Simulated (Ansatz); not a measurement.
Ta3Cu under changes of volume

One of the cells (16.942 Å³/atom); the others are scaled copies at fixed shape and fractional positions:

```
CELL_PARAMETERS angstrom
-2.00651 2.00651 4.20817
2.00651 -2.00651 4.20817
2.00651 2.00651 -4.20817
ATOMIC_POSITIONS crystal
Ta 0.50000 0.50000 0.00000
Ta 0.25000 0.75000 0.50000
Ta 0.75000 0.25000 0.50000
Cu 0.00000 0.00000 0.00000
```

The cell comes from a database or a generator and needn't be the stable form of this composition.

* Program: Ansatz 0.2.0
* Functional: PBE
* Potentials or basis: Ansatz PAW
* Cutoff: 420 eV (not typed: the program's choice for these potentials)
* k mesh: 9 × 9 × 9
* Occupations: fermi-dirac, width 0.05 eV
* Spin: no spin polarisation

```tsv
volume (Å³/atom)	energy over the lowest point (meV/atom)	pressure (GPa)
15.926	41.79	13.3
16.265	?	?
16.604	5.05	4.4
16.942	0.00	0.5
17.281	2.76	-3.0
17.620	12.58	-6.2
17.959	28.79	-9.1
```

What does the run at 16.265 Å³/atom give?

Energy over the lowest point 18.69 meV/atom; pressure 8.6 GPa.

Worked out: A Birch-Murnaghan fit of order 3 (a polynomial in V^(-2/3)) to the other rows has its minimum at 16.99 Å³/atom with B0 = V·E''(V) = 182 GPa and B' = 3.9 at fixed shape and positions, which overstates the stiffness. It gives 18.67 meV/atom at 16.265 Å³/atom, against the run's 18.69, and -dE/dV = 8.6 GPa, against 8.6.

Energies are extrapolated to zero smearing.
